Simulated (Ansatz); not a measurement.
# CH2GaS radical: single points off equilibrium

An exercise on one series of results from a longer session: the logs are not shown, and one member is left open.

Method: single points in def2-TZVPP; program: Ansatz 0.2.0, Gaussian basis.

Correlated methods freeze the cores. Filled d shells of the heavier atoms are correlated. Orbitals are unrestricted.

## Where the work starts

5 atoms, charge 0, spin multiplicity 2.

Atoms are counted from 1 here; the program's logs count them from 0.

Bond lengths: C1–S2 1.850 Å, C1–H4 1.128 Å, C1–H5 1.108 Å, S2–Ga3 2.609 Å. Angles: S2–C1–H4 107.2°, S2–C1–H5 103.4°, H4–C1–H5 123.3°, C1–S2–Ga3 69.6°.

As a file:

```xyz
5
CH2GaS
C     0.0865   -0.4253    0.2454
S     0.7504    1.2981    0.1350
Ga   -1.4881    1.0968   -1.1907
H     0.6843   -1.0588   -0.4711
H     0.0460   -0.6154    1.3361
```

The first run:

The input, run/in.yaml:

```yaml
crystal:
  periodic: [false, false, false]
  atoms:
    - {symbol: C, position_ang: [0.086500, -0.425300, 0.245400]}
    - {symbol: S, position_ang: [0.750400, 1.298100, 0.135000]}
    - {symbol: Ga, position_ang: [-1.488100, 1.096800, -1.190700]}
    - {symbol: H, position_ang: [0.684300, -1.058800, -0.471100]}
    - {symbol: H, position_ang: [0.046000, -0.615400, 1.336100]}
basis:
  gaussian: {orbitals: def2-TZVPP}
magnetization: {spin_polarized: true, initial_magnetization: 1}
correlation: {method: ccsd_t}
scf: {omitted_lower_state_checks: [cluster_reference]}
output: {forces: true}
```

The command line of these runs was not kept.

Steps of the session up to this table: CCSD(T)/def2-TZVPP; PBE0-D4/def2-TZVPP; wB97M-V/def2-TZVPP; r2SCAN-D4/def2-TZVPP; PBE-D4/def2-TZVPP; BLYP-D4/def2-TZVPP; B97M-V/def2-TZVPP.

One table of the session follows, with a row left open; its other results are not shown here.

```
   method  RMS force component (eV/Å)  angle to CCSD(T) forces (°)  dipole (D)
  CCSD(T)                       1.180                    reference        2.40
  PBE0-D4                       1.263                          4.1        2.52
  wB97M-V                           ?                            ?           ?
r2SCAN-D4                       1.221                          1.9        2.33
   PBE-D4                       1.095                          5.8        2.19
  BLYP-D4                       0.997                          7.7        2.21
   B97M-V                       1.256                          4.8        2.47
```

Estimate the missing values for wB97M-V.

**Answer.** RMS force component (eV/Å): 1.278; angle to CCSD(T) forces (°): 4.3; dipole (D): 2.66. In the column «RMS force component (eV/Å)» it is the highest.
